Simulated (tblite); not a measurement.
# C6H13OPSi: the cost of one run

The runs use tblite 0.8.0 and PySCF 2.14.0, with density-fitted response routines of our own; the level of theory stands in each step. All values are computed, except where a source is named. Atoms count from 0, in the outputs and in this text.

**1. Starting geometry**

22 atoms, charge 0, multiplicity 1; geometry from: force field or distance geometry start.

Bonds of the start (Å): C0–C1 1.33, C1–Si2 1.83, Si2–C3 1.83, C3–C4 1.49, C4–P5 1.81, P5–O6 1.50, P5–C7 1.81, C7–C8 1.53, C8–Si2 1.83, C0–H9 1.08, C0–H10 1.10, C1–H11 1.09, Si2–H12 1.48, C3–H13 1.13, C3–H14 1.12, C4–H15 1.11, C4–H16 1.13, P5–H17 1.42, C7–H18 1.11, C7–H19 1.11, C8–H20 1.12, C8–H21 1.11.

**2. Relaxing the molecule with GFN2-xTB**

The job: settings as JSON, then the geometry in Å.

```
{"job": {"kind": "relax", "xc": "GFN2-xTB", "basis": "xTB"}, "charge": 0, "multiplicity": 1}
C      2.697600     0.751100     0.624600
C      2.301100    -0.227200    -0.185500
Si     0.655200    -0.291700    -0.971600
C     -0.268000    -1.725700    -0.321100
C     -1.499300    -1.458300     0.481600
P     -1.336700     0.195200     1.194200
O     -2.307800     0.451700     2.302300
C     -1.551500     1.320000    -0.208200
C     -0.187400     1.327900    -0.894100
H      3.660900     0.796300     1.106300
H      2.019100     1.589600     0.848100
H      3.029900    -1.028300    -0.342500
H      0.914700    -0.569400    -2.400500
H     -0.500500    -2.437000    -1.165600
H      0.423100    -2.308700     0.339900
H     -1.720000    -2.227100     1.248900
H     -2.369200    -1.445700    -0.232800
H      0.008300     0.272800     1.627500
H     -1.868800     2.332900     0.113400
H     -2.252600     0.858400    -0.939200
H     -0.272400     1.778900    -1.910800
H      0.413900     2.063900    -0.315800
```

Command:

```console
OMP_NUM_THREADS=1 python probes_run.py task.json out
```

The driver reads the jobs from task.json and runs them one after another.

**Question.** How long does this first job take on 1 thread of Arm Neoverse V1, shared host, and how much memory does it need?

About 1.5 s, with a peak of 0.18 GiB.
